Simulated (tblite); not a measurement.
# C5H16Si2: the cost of one run

Computed with tblite 0.8.0 and PySCF 2.14.0, with density-fitted response routines of our own, on a single molecule, in the gas phase or a continuum. Atoms are numbered from 0 throughout.

### Step 1. The starting structure

23 atoms, charge 0, multiplicity 1; geometry from: force field or distance geometry start.

Bonds of the start (Å): C0–C1 1.52, C1–C2 1.52, C2–Si3 1.87, Si3–C4 1.87, C4–C5 1.50, C5–Si6 1.87, C0–H7 1.13, C0–H8 1.10, C0–H9 1.12, C1–H10 1.08, C1–H11 1.10, C2–H12 1.13, C2–H13 1.09, Si3–H14 1.44, Si3–H15 1.46, C4–H16 1.12, C4–H17 1.11, C5–H18 1.12, C5–H19 1.10, Si6–H20 1.49, Si6–H21 1.46, Si6–H22 1.48.

### Step 2. Geometry optimisation with GFN2-xTB

Job settings and geometry (Å):

```
{"job": {"kind": "relax", "xc": "GFN2-xTB", "basis": "xTB"}, "charge": 0, "multiplicity": 1}
C     -3.820300     0.477200     0.148900
C     -2.477000     0.792200    -0.477900
C     -1.498500    -0.219300     0.099900
Si     0.236000     0.014100    -0.564200
C      1.325800    -1.052000     0.525500
C      2.763700    -1.070000     0.096600
Si     3.517300     0.642600     0.132700
H     -4.039200     1.344000     0.832600
H     -4.626000     0.357000    -0.590700
H     -3.777400    -0.485800     0.712600
H     -2.223700     1.824500    -0.270300
H     -2.539100     0.643300    -1.562000
H     -1.793500    -1.265600    -0.189900
H     -1.455400    -0.177400     1.189700
H      0.317100    -0.518100    -1.900900
H      0.610800     1.423600    -0.543600
H      1.231800    -0.677500     1.576100
H      0.879000    -2.068800     0.515000
H      3.322600    -1.664200     0.861900
H      2.939400    -1.562300    -0.870000
H      4.573100     0.708900     1.177900
H      4.025900     0.932500    -1.199700
H      2.502600     1.628000     0.582800
```

On the command line:

```
$ OMP_NUM_THREADS=1 python probes_run.py task.json out
```

This one command runs all jobs of the session in turn.

Q: Estimate the wall time of this first job on 1 thread of Arm Neoverse N1, shared host.

About 2.2 s.
